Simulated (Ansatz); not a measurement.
Cu2IBr:

```
I Br Cu
1.0
     1.96853    1.13653    6.38762
    -1.96853    1.13653    6.38762
     0.00000   -2.27306    6.38762
I Br Cu
1 1 2
Cartesian
  0.0000 0.0000 0.0000
  0.0000 0.0000 9.5814
  0.0000 0.0000 4.7721
  0.0000 0.0000 14.3907
```

The cell comes from a database or a generator and needn't be the stable form of this composition.

Base run:

| Quantity | Value |
| --- | --- |
| Program | Ansatz 0.2.0 |
| Functional | LDA |
| Potentials or basis | Ansatz PAW |
| Cutoff | 420 eV (not typed: the program's choice for these potentials) |
| k mesh | 8 × 8 × 8 |
| Occupations | fermi-dirac, width 0.05 eV |
| Spin | no spin polarisation |
| Hubbard terms | Cu d U = 8 eV |

Its results: band gap on the k mesh 0.77 eV, indirect (least direct gap 0.96 eV); pressure -3.9 GPa; largest force 0.065 eV/Å.

**Question.** The run is repeated on the same cell with these changes: hubbard terms from Cu d U = 8 eV to Cu d U = 1 eV. What comes out?

**Answer.** Band gap on the k mesh none (metal or under the smearing width); pressure -5.3 GPa; largest force 0.005 eV/Å.

Caveats: spin-orbit coupling is left out, which moves the levels of the heavy elements; the PAW data sets come from PBE, with cores solved anew for the run's functional, which leaves a small shift of forces and pressure; the run has no spin polarisation, though such a crystal can be magnetic (some runs); U without spin polarisation on a metal has little footing (some runs).
